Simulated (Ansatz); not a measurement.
Geometry optimisation, DFT PBEsol, scalar-relativistic, plane waves, PAW in Ansatz.

input.yaml

```yaml
accuracy: low
crystal:
  lattice:
    - [5.976467, 0.0, 0.0]
    - [2.988233, 5.175772, 0.0]
    - [0.0, 0.0, 20.099706]
  atoms:
    - { symbol: Mg, position: [0.0, 0.0, 0.049752] }
    - { symbol: O, position: [0.3333333, 0.8333333, 0.1104464] }
    - { symbol: Mg, position: [0.0, 0.5, 0.049752] }
    - { symbol: O, position: [0.3333333, 0.3333333, 0.1104464] }
    - { symbol: Mg, position: [0.5, 0.0, 0.049752] }
    - { symbol: O, position: [0.8333333, 0.8333333, 0.1104464] }
    - { symbol: Mg, position: [0.5, 0.5, 0.049752] }
    - { symbol: O, position: [0.8333333, 0.3333333, 0.1104464] }
    - { symbol: Mg, position: [0.6666667, 0.6666667, 0.1711409] }
    - { symbol: O, position: [0.0, 0.5, 0.2318354] }
    - { symbol: Mg, position: [0.6666667, 0.1666667, 0.1711409] }
    - { symbol: O, position: [0.0, 0.0, 0.2318354] }
    - { symbol: Mg, position: [0.1666667, 0.6666667, 0.1711409] }
    - { symbol: O, position: [0.5, 0.5, 0.2318354] }
    - { symbol: Mg, position: [0.1666667, 0.1666667, 0.1711409] }
    - { symbol: O, position: [0.5, 0.0, 0.2318354] }
    - { symbol: Mg, position: [0.3333333, 0.3333333, 0.2925299] }
    - { symbol: O, position: [0.6666667, 0.1666667, 0.3532244] }
    - { symbol: Mg, position: [0.3333333, 0.8333333, 0.2925299] }
    - { symbol: O, position: [0.6666667, 0.6666667, 0.3532244] }
    - { symbol: Mg, position: [0.8333333, 0.3333333, 0.2925299] }
    - { symbol: O, position: [0.1666667, 0.1666667, 0.3532244] }
    - { symbol: Mg, position: [0.8333333, 0.8333333, 0.2925299] }
    - { symbol: O, position: [0.1666667, 0.6666667, 0.3532244] }
    - { symbol: Hf, position: [0.7850823, 0.1215162, 0.5228786] }
    - { symbol: Cl, position: [1.1844125, -0.1981627, 0.4844422] }
    - { symbol: Cl, position: [0.7055456, 0.5204827, 0.4844422] }
    - { symbol: Cl, position: [0.4657125, 0.0418896, 0.4844422] }
    - { symbol: Cl, position: [0.7850823, 0.1215162, 0.6383032] }
basis:
  ecutwfc: 420.0
kpoints:
  mp_grid: { grid: [2, 2, 1] }
hamiltonian:
  xc: pbesol
  pseudopotentials: { kind: paw, azcp: { folder: soft_1 } }
scf:
  occupations: { method: fermi_dirac, width: 0.05 }
  lower_state_search: "off"
relax:
  f_tol: 0.08
  max_steps: 25
  adjacent_minimum: "off"
  constraints: [{ sites: [0, 1, 2, 3, 4, 5, 6, 7] }]
```

Command:

```bash
$ ansatz run input.yaml --threads 2 --pin off --max-ram 5120MiB --backend cpu --events-out ev --progress --plain --runs-dir out
```

Task: Where does it end, and by what steps?

Result: The forces met the threshold. The force dipped under the threshold on the way, but the program's further checks kept it going. Limits of this set-up: coarse k mesh, slab without dipole correction, no dispersion correction for a molecule that may bind weakly, PAW files made for another functional, low accuracy level. After 19 steps the energy has fallen by 6.424 eV; Cl29 moved furthest, 2.34 Å. Joined: Mg17–Hf25 (5.19 → 3.62 Å), O18–Hf25 (3.47 → 1.96 Å), Mg21–Hf25 (4.85 → 3.41 Å), Mg23–Hf25 (4.90 → 3.49 Å), O24–Cl26 (2.78 → 1.70 Å).

```
step  energy less start (eV)  largest force component (eV/Å)  accepted
   0                  0.0000                           2.155       yes
   1                 -1.2370                           1.340       yes
   2                 -2.0215                           0.651       yes
   3                 -2.2846                           0.407       yes
   4                 -2.4371                           0.646       yes
   5                 -2.7046                           1.114       yes
   6                 -3.1614                           1.833       yes
   7                 -3.8182                           2.477       yes
   8                 -4.5419                           1.373       yes
   9                 -5.2768                           2.177       yes
  10                 -5.3467                           5.802       yes
  11                 -5.9469                           0.435       yes
  12                 -6.0964                           0.399       yes
  13                 -6.2234                           0.329       yes
  14                 -6.3195                           0.230       yes
  15                 -6.3799                           0.245       yes
  16                 -6.4170                           0.098       yes
  17                 -6.4140                           0.452        no
  18                 -6.4214                           0.067       yes
  19                 -6.4244                           0.039       yes
```

```xyz
29
Lattice="5.9765 0.0000 0.0000 2.9882 5.1758 0.0000 0.0000 0.0000 20.0997" Properties=species:S:1:pos:R:3
Mg 0.000 0.000 1.000
O 4.482 4.313 2.220
Mg 1.494 2.588 1.000
O 2.988 1.725 2.220
Mg 2.988 0.000 1.000
O 7.471 4.313 2.220
Mg 4.482 2.588 1.000
O 5.976 1.725 2.220
Mg 5.972 3.449 3.571
O 1.501 2.602 4.616
Mg 4.484 0.875 3.549
O -0.019 0.002 4.629
Mg 2.991 3.450 3.566
O 4.469 2.579 4.650
Mg 1.487 0.875 3.575
O 3.002 0.016 4.623
Mg 2.985 1.668 6.066
O 4.504 0.849 7.135
Mg 4.518 4.352 6.008
O 6.008 3.496 6.905
Mg 5.967 1.746 6.062
O 1.473 0.871 6.953
Mg 7.456 4.347 5.965
O 2.997 3.461 6.905
Hf 4.758 0.727 9.078
Cl 5.920 -1.438 8.580
Cl 5.841 2.665 9.731
Cl 2.660 0.842 10.021
Cl 5.642 -0.621 10.943
```

The run took 6.6 min on 2 threads of Intel(R) Xeon(R) Platinum 8259CL CPU @ 2.50GHz (Skylake/Cascade Lake), with other jobs on the host, peak memory 1.3 GiB.
